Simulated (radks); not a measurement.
# Li⁻ held by a Watson sphere

Aim: the size and levels of Li⁻ inside a shell of charge +1 and radius R, which stands for the Madelung well of a crystal, for several R.

Program: radks (a radial shooting solver on a logarithmic mesh, Libxc functionals) version 1. Level of theory: non-relativistic Kohn-Sham, LDA (Slater exchange, Perdew-Wang correlation), spin-unpolarised, spherical densities, point nucleus. These are calculated values, not measurements, unless marked.

## (1) The atom as given

| Item | Value |
| --- | --- |
| element | lithium (Z = 3) |
| charge | -1 |
| electrons | 4 |
| configuration | [He] 2s2 |

The outer shells:

Li⁻
```
[He] core
2s [↑↓]
```

## (2) R = 1.95 bohr

Settings of this run:

```text
Z 3
configuration [He] 2s2
relativity non-relativistic
functional lda,pw
spin unpolarised
nucleus point
watson charge 1 radius 1.95 bohr
response adiabatic LDA kernel
```

## (3) R = 2.01 bohr

Settings, as their differences from step 2:

```diff
@@ -6,3 +6,3 @@
 nucleus point
-watson charge 1 radius 1.95 bohr
+watson charge 1 radius 2.01 bohr
 response adiabatic LDA kernel
```

## (4) R = 3.17 bohr

Settings, as their differences from step 3:

```diff
@@ -6,3 +6,3 @@
 nucleus point
-watson charge 1 radius 2.01 bohr
+watson charge 1 radius 3.17 bohr
 response adiabatic LDA kernel
```

## (5) R = 3.79 bohr

Settings, as their differences from step 4:

```diff
@@ -6,3 +6,3 @@
 nucleus point
-watson charge 1 radius 3.17 bohr
+watson charge 1 radius 3.79 bohr
 response adiabatic LDA kernel
```

## (6) R = 3.97 bohr

Settings, as their differences from step 5:

```diff
@@ -6,3 +6,3 @@
 nucleus point
-watson charge 1 radius 3.79 bohr
+watson charge 1 radius 3.97 bohr
 response adiabatic LDA kernel
```

Before running it: what results should come out? Wanted: for each run, R; highest level; its <r>; sum of <r²>; α.

**Answer**, as computed:

| R (bohr) | highest level (eV) | its <r> (bohr) | sum of <r²> (bohr²) | α (bohr³) |
| --- | --- | --- | --- | --- |
| 1.95 | -4.602 | 3.211 | 25.34 | 85.57 |
| 2.01 | -4.578 | 3.230 | 25.61 | 86.90 |
| 3.17 | -4.012 | 3.646 | 32.06 | 125.9 |
| 3.79 | -3.696 | 3.874 | 36.06 | 155.6 |
| 3.97 | -3.607 | 3.938 | 37.25 | 165.2 |

What this shows: From R = 1.95 to 3.97 bohr the top level moves from -4.602 to -3.607 eV and its mean radius from 3.21 to 3.94 bohr. A wider sphere makes a shallower well, so the ion swells. The polarisability goes from 85.6 to 165 bohr³. Response by self-consistent Sternheimer equations with the Hartree and adiabatic LDA kernel. The sphere does not respond.
